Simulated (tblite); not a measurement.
# C4H8GaN3O: the cost of one run

The runs use tblite 0.8.0 and PySCF 2.14.0, with density-fitted response routines of our own; the level of theory stands in each step. All values are computed, except where a source is named. Atoms count from 0, in the outputs and in this text.

### 1 Starting geometry

17 atoms, charge 0, multiplicity 1; geometry from: force field or distance geometry start.

Bonds of the start (Å): C0–N1 1.14, N1–Ga2 1.89, Ga2–C3 1.97, C3–N4 1.28, Ga2–N5 1.90, N5–C6 1.44, C6–C7 1.50, C6–O8 1.27, C0–H9 1.09, Ga2–H10 1.63, C3–H11 1.10, N4–H12 1.03, N5–H13 1.04, C7–H14 1.12, C7–H15 1.11, C7–H16 1.11.

### 2 Geometry optimisation with GFN2-xTB

The job: settings as JSON, then the geometry in Å.

```
{"job": {"kind": "relax", "xc": "GFN2-xTB", "basis": "xTB"}, "charge": 0, "multiplicity": 1}
C     -2.901300     2.470700     0.130600
N     -2.152800     1.623800    -0.051400
Ga    -0.916400     0.231100    -0.348800
C     -1.613000    -1.503500     0.276600
N     -2.555200    -2.061200    -0.392000
N      0.726300     0.707800     0.468400
C      1.802300    -0.236300     0.335400
C      3.153800     0.013900     0.940000
O      1.630600    -1.325100    -0.293400
H     -3.632500     3.254200     0.305700
H     -0.703400     0.056100    -1.954000
H     -1.229000    -2.007200     1.174700
H     -2.971300    -2.964300    -0.126500
H      0.853000     1.605400     0.984000
H      3.232800     1.050700     1.365600
H      3.897200    -0.141600     0.125400
H      3.371900    -0.762600     1.698900
```

Started as:

```console
OMP_NUM_THREADS=1 python probes_run.py task.json out
```

This one command runs all jobs of the session in turn.

Q: Estimate the wall time of this first job on 1 thread of Arm Neoverse V2, shared host.

About 1.4 s.
